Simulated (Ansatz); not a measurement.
**SiBrF₃: basis-set convergence**

The task here is to estimate one member of a computed series from the others.

Computed with Ansatz 0.2.0, Gaussian basis. Level: one geometry, several basis sets.

Levels to be run: PBE0-D4/def2-SVP; ωB97M-V/def2-SVP; PBE0-D4/def2-QZVPP; ωB97M-V/def2-QZVPP; the functionals' def2-TZVPP values are taken from earlier runs.

## The relaxed structure

An earlier PBE0-D4 in a triple-zeta def2 set relaxation fixed the geometry.

SMILES `F[Si](F)(F)Br`, 5 atoms, charge 0, spin multiplicity 1.

Atoms are counted from 1 here; the program's logs count them from 0.

Bond lengths: F1–Si2 1.567 Å, Si2–F3 1.567 Å, Si2–F4 1.567 Å, Si2–Br5 2.163 Å. Angles: F1–Si2–F3 108.3°, F1–Si2–F4 108.3°, F1–Si2–Br5 110.6°, F3–Si2–F4 108.4°, F3–Si2–Br5 110.6°, F4–Si2–Br5 110.6°.

Set-up of the first run:

Input file in.yaml:

```yaml
crystal:
  periodic: [false, false, false]
  atoms:
    - {symbol: F, position_ang: [-0.028968, 0.035613, 1.596569]}
    - {symbol: Si, position_ang: [0.067125, -0.086262, 0.036828]}
    - {symbol: F, position_ang: [-0.415976, -1.518860, -0.376893]}
    - {symbol: F, position_ang: [1.570838, 0.066540, -0.378366]}
    - {symbol: Br, position_ang: [-1.143020, 1.429369, -0.919639]}
basis:
  gaussian: {orbitals: def2-SVP}
hamiltonian: {xc: pbe0, dispersion: d4}
output: {orbitals: {seedname: orbitals}}
```

Among the steps run: PBE0-D4 in def2-SVP; ωB97M-V in def2-SVP; PBE0-D4 in def2-QZVPP; ωB97M-V in def2-QZVPP.

One table of the session follows, with a row left open; its other results are not shown here.

It belongs to the step «Functionals by basis». 

| functional | basis | HOMO (eV) | LUMO (eV) |
| --- | --- | --- | --- |
| PBE0-D4 | def2-SVP | -9.51 | 0.23 |
| PBE0-D4 | def2-TZVPP | -9.60 | -0.03 |
| PBE0-D4 | def2-QZVPP | -9.61 | -0.23 |
| ωB97M-V | def2-SVP | ? | ? |
| ωB97M-V | def2-TZVPP | -11.84 | 1.94 |
| ωB97M-V | def2-QZVPP | -11.86 | 1.51 |

Q: Estimate the row for ωB97M-V, def2-SVP from the others.

As computed: HOMO (eV): -11.72; LUMO (eV): 2.31. In the column «HOMO (eV)» it lies between ωB97M-V, def2-TZVPP (-11.84) and PBE0-D4, def2-QZVPP (-9.61).
